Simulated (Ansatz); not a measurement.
**C₂H₅BrSi: small, medium and large basis sets**

An exercise on one series of results from a longer session: the logs are not shown, and one member is left open.

Program: Ansatz 0.2.0, Gaussian basis. Level of theory: one geometry, several basis sets. These are calculated values, not measurements.

The runs, in order: PBE0-D4/def2-SVP; ωB97M-V/def2-SVP; PBE0-D4/def2-QZVPP; ωB97M-V/def2-QZVPP; the functionals' def2-TZVPP values are taken from earlier runs.

### The relaxed structure

An earlier PBE0-D4 in a triple-zeta def2 set relaxation fixed the geometry.

SMILES `C=C[SiH2]Br`, 9 atoms, charge 0, spin multiplicity 1.

Atoms are counted from 1 here; the program's logs count them from 0.

Bond lengths: C1–C2 1.330 Å, C1–H5 1.087 Å, C1–H6 1.086 Å, C2–Si3 1.848 Å, C2–H7 1.088 Å, Si3–Br4 2.229 Å, Si3–H8 1.482 Å, Si3–H9 1.482 Å. Angles: C2–C1–H5 121.7°, C2–C1–H6 122.2°, H5–C1–H6 116.1°, C1–C2–Si3 121.7°, C1–C2–H7 119.0°, Si3–C2–H7 119.3°, C2–Si3–Br4 110.1°, C2–Si3–H8 112.1°, C2–Si3–H9 109.5°, Br4–Si3–H8 106.2°, Br4–Si3–H9 108.1°, H8–Si3–H9 110.8°.

Set-up of the first run:

File in.yaml:

```yaml
crystal:
  periodic: [false, false, false]
  atoms:
    - {symbol: C, position_ang: [-0.405817, 1.503790, -0.203175]}
    - {symbol: C, position_ang: [0.453632, 0.497430, -0.339723]}
    - {symbol: Si, position_ang: [0.141654, -1.157486, 0.421355]}
    - {symbol: Br, position_ang: [-0.025684, -2.710934, -1.167920]}
    - {symbol: H, position_ang: [-1.333417, 1.391871, 0.351446]}
    - {symbol: H, position_ang: [-0.224590, 2.482347, -0.638776]}
    - {symbol: H, position_ang: [1.365232, 0.657144, -0.911959]}
    - {symbol: H, position_ang: [1.254962, -1.586098, 1.301404]}
    - {symbol: H, position_ang: [-1.137373, -1.124465, 1.170146]}
basis:
  gaussian: {orbitals: def2-SVP}
hamiltonian: {xc: pbe0, dispersion: d4}
output: {orbitals: {seedname: orbitals}}
```

On the command line:

```bash
$ ansatz run in.yaml --threads 4 --pin off --events-out ev --progress --plain --max-ram 10444MiB
```

Among the steps run: PBE0-D4 in def2-SVP; ωB97M-V in def2-SVP; PBE0-D4 in def2-QZVPP; ωB97M-V in def2-QZVPP.

One of the session's tables, all rows but one given; the rest of the session is left out.

It belongs to the step «Density functionals: the series». 

| functional | basis | HOMO (eV) |
| --- | --- | --- |
| PBE0-D4 | def2-SVP | -8.08 |
| PBE0-D4 | def2-TZVPP | -8.19 |
| PBE0-D4 | def2-QZVPP | -8.20 |
| ωB97M-V | def2-SVP | -10.26 |
| ωB97M-V | def2-TZVPP | -10.39 |
| ωB97M-V | def2-QZVPP | ? |

Q: Estimate the row for ωB97M-V, def2-QZVPP from the others.

The run gave: HOMO (eV): -10.40. In the column «HOMO (eV)» it is the lowest.
